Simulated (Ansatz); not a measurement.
# Ca: elastic constants

How stiff is the crystal, and how unevenly? Runs: cell and atoms relaxed (PAW); reference run (PAW); cell relaxed at 10 GPa (PAW); at 10 GPa (PAW).

The COD cell was measured well above room temperature, so it is larger than a cold one.

Computed with Ansatz 0.2.0 (DFT PBEsol, frozen-core PAW, scalar-relativistic unless said, unless a step's input says otherwise).

2 further runs of the same task are left out: 2 set aside as unsound or not needed.

### 1 Starting point

The structure is hexagonal, space group P6_3/mmc (No. 194). The conventional cell has a = 3.980 Å, b = 3.980 Å, c = 6.520 Å, α = 90.00°, β = 90.00°, γ = 120.00°. Ca (site symmetry -6m2) is surrounded by 12 Ca at 3.98 to 3.99 Å.

Coordinates:

```cif
data_structure
_symmetry_space_group_name_H-M 'P 1'
_symmetry_Int_Tables_number 1
_cell_length_a 3.9800
_cell_length_b 3.9800
_cell_length_c 6.5200
_cell_angle_alpha 90.000
_cell_angle_beta 90.000
_cell_angle_gamma 120.000
_cell_volume 89.44
loop_
_atom_site_label
_atom_site_type_symbol
_atom_site_fract_x
_atom_site_fract_y
_atom_site_fract_z
_atom_site_occupancy
Ca1 Ca 0.33333 0.66667 0.25000 1
Ca2 Ca 0.66667 0.33333 0.75000 1
```

Cartesian axes are those of the input's lattice vectors. The structure goes back to a database entry.

### 2 Cell and atoms relaxed, PAW

The input, input.yaml:

```yaml
crystal:
  lattice:
    - [3.98000000002, 0.0, 0.0]
    - [-1.99000000001, 3.44678110708, 0.0]
    - [0.0, 0.0, 6.52]
  atoms:
    - { symbol: Ca, position: [0.333333333333, 0.666666666667, 0.25] }
    - { symbol: Ca, position: [0.666666666667, 0.333333333333, 0.75] }
kpoints:
  mp_grid: { grid: [14, 14, 8] }
scf:
  occupations: { method: fermi_dirac, width: 0.1 }
hamiltonian:
  xc: pbesol
  pseudopotentials: { kind: paw }
relax:
  f_tol: 0.002
  max_steps: 80
  cell: {}
output:
  forces: true
  stress: true
```

Started as:

```
> ansatz run input.yaml --threads 1 --pin off --max-ram 2048MiB --backend cpu --events-out ev --progress --plain --runs-dir out
```

### 3 Reference run, PAW

The input, input.yaml:

```yaml
crystal:
  lattice:
    - [3.8583637829, 0.0, 0.0]
    - [-1.92918189145, 3.34144105303, 0.0]
    - [0.0, 0.0, 6.33546342121]
  atoms:
    - { symbol: Ca, position: [0.333333333333, 0.666666666667, 0.25] }
    - { symbol: Ca, position: [0.666666666667, 0.333333333333, 0.75] }
kpoints:
  mp_grid: { grid: [14, 14, 8] }
scf:
  occupations: { method: fermi_dirac, width: 0.1 }
hamiltonian:
  xc: pbesol
  pseudopotentials: { kind: paw }
elastic:
  mode: relaxed_ion
  stencil: two_point
  amplitude: 0.005
```

### 4 Cell relaxed at 10 GPa, PAW

Changes to input.yaml since step 3:

```diff
@@ -15,5 +15,8 @@
   pseudopotentials: { kind: paw }
-elastic:
-  mode: relaxed_ion
-  stencil: two_point
-  amplitude: 0.005
+relax:
+  f_tol: 0.002
+  max_steps: 80
+  cell: { p_target: 10 }
+output:
+  forces: true
+  stress: true
```

### 5 At 10 GPa, PAW

The input, input.yaml:

```yaml
crystal:
  lattice:
    - [3.43360063651, 0.0, 0.0]
    - [-1.71680031825, 2.97358537767, 0.0]
    - [0.0, 0.0, 5.69844143027]
  atoms:
    - { symbol: Ca, position: [0.333333333333, 0.666666666667, 0.25] }
    - { symbol: Ca, position: [0.666666666667, 0.333333333333, 0.75] }
kpoints:
  mp_grid: { grid: [14, 14, 8] }
scf:
  occupations: { method: fermi_dirac, width: 0.1 }
hamiltonian:
  xc: pbesol
  pseudopotentials: { kind: paw }
elastic:
  mode: relaxed_ion
  stencil: two_point
  amplitude: 0.005
```

(Steps that only read results are left out.)

Q: Predict the outcome of this session. Wanted: C11; C12; C13; C33; C44; bulk, shear and Young's modulus; Debye temperature from sound speeds; universal anisotropy index.

**Answer**, as computed:

| quantity | value |
| --- | --- |
| C11 (PAW) | 30 GPa |
| C12 (PAW) | 15 GPa |
| C13 (PAW) | 7 GPa |
| C33 (PAW) | 42 GPa |
| C44 (PAW) | 7 GPa |
| bulk, shear and Young's modulus | 18, 9, 23 GPa |
| Debye temperature from sound speeds | 220 K |
| universal anisotropy index | 0.56 |

All eigenvalues are positive, so the crystal is mechanically stable; by PAW K = 18 and G = 9 GPa, K/G = 2.05, on the ductile side of Pugh's rough line at 1.75, which was drawn for metals. Young's modulus runs from 19 to 40 GPa with direction. At 10 GPa K rises to 43 GPa. Cautions: frozen-core PAW files fitted under PBE, their cores solved anew for the functional of the run; responses of metals move with mesh and smearing.
